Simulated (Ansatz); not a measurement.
# C2H6BNO: small, medium and large basis sets

An exercise on one series of results from a longer session: the logs are not shown, and one member is left open.

Computed with Ansatz 0.2.0, Gaussian basis. Level: one geometry, several basis sets.

The runs, in order: PBE0-D4/def2-SVP; ωB97M-V/def2-SVP; PBE0-D4/def2-QZVPP; ωB97M-V/def2-QZVPP; the functionals' def2-TZVPP values are taken from earlier runs.

## Structure used throughout

The geometry comes from an earlier relaxation with PBE0-D4 in a triple-zeta def2 set; it is a stationary point, not always the lowest conformer.

11 atoms, charge 0, spin multiplicity 1.

Atoms are counted from 1 here; the program's logs count them from 0.

Bond lengths: B1–C2 1.553 Å, B1–N3 1.621 Å, B1–H6 1.199 Å, B1–H7 1.196 Å, C2–N3 1.517 Å, C2–O5 1.438 Å, C2–H8 1.088 Å, N3–C4 1.470 Å, N3–H9 1.009 Å, C4–O5 1.410 Å, C4–H10 1.096 Å, C4–H11 1.094 Å. Angles: C2–B1–N3 57.0°, C2–B1–H6 115.2°, C2–B1–H7 120.5°, N3–B1–H6 109.2°, N3–B1–H7 113.6°, H6–B1–H7 121.9°, B1–C2–N3 63.7°, B1–C2–O5 116.1°, B1–C2–H8 130.0°, N3–C2–O5 90.5°, N3–C2–H8 118.8°, O5–C2–H8 113.9°, B1–N3–C2 59.2°, B1–N3–C4 113.5°, B1–N3–H9 125.9°, C2–N3–C4 85.2°, C2–N3–H9 122.3°, C4–N3–H9 120.5° and more.

Set-up of the first run:

in.yaml

```yaml
crystal:
  periodic: [false, false, false]
  atoms:
    - {symbol: B, position_ang: [-1.026568, 0.914513, -0.034616]}
    - {symbol: C, position_ang: [-0.640829, -0.467150, -0.630244]}
    - {symbol: N, position_ang: [0.509973, 0.426585, -0.207486]}
    - {symbol: C, position_ang: [0.878869, -0.679034, 0.687538]}
    - {symbol: O, position_ang: [-0.227499, -1.469527, 0.314345]}
    - {symbol: H, position_ang: [-1.262038, 1.769899, -0.840818]}
    - {symbol: H, position_ang: [-1.374351, 1.007523, 1.106208]}
    - {symbol: H, position_ang: [-0.679116, -0.820679, -1.658232]}
    - {symbol: H, position_ang: [1.176961, 0.795095, -0.868484]}
    - {symbol: H, position_ang: [1.833310, -1.140464, 0.408890]}
    - {symbol: H, position_ang: [0.876489, -0.393862, 1.743499]}
basis:
  gaussian: {orbitals: def2-SVP}
hamiltonian: {xc: pbe0, dispersion: d4}
output: {orbitals: {seedname: orbitals}}
```

Steps of the session up to this table: PBE0-D4 in def2-SVP; ωB97M-V in def2-SVP; PBE0-D4 in def2-QZVPP; ωB97M-V in def2-QZVPP.

One of the session's tables, all rows but one given; the rest of the session is left out.

It belongs to the step «Density functionals: the series». 

| functional | basis | HOMO (eV) | LUMO (eV) |
| --- | --- | --- | --- |
| PBE0-D4 | def2-SVP | -6.89 | 0.95 |
| PBE0-D4 | def2-TZVPP | -6.98 | 0.36 |
| PBE0-D4 | def2-QZVPP | -7.01 | -0.02 |
| ωB97M-V | def2-SVP | -9.24 | 2.68 |
| ωB97M-V | def2-TZVPP | -9.34 | 1.77 |
| ωB97M-V | def2-QZVPP | ? | ? |

**Question.** Estimate the row for ωB97M-V, def2-QZVPP.

As computed: HOMO (eV): -9.37; LUMO (eV): 1.05. In the column «HOMO (eV)» it is the lowest.
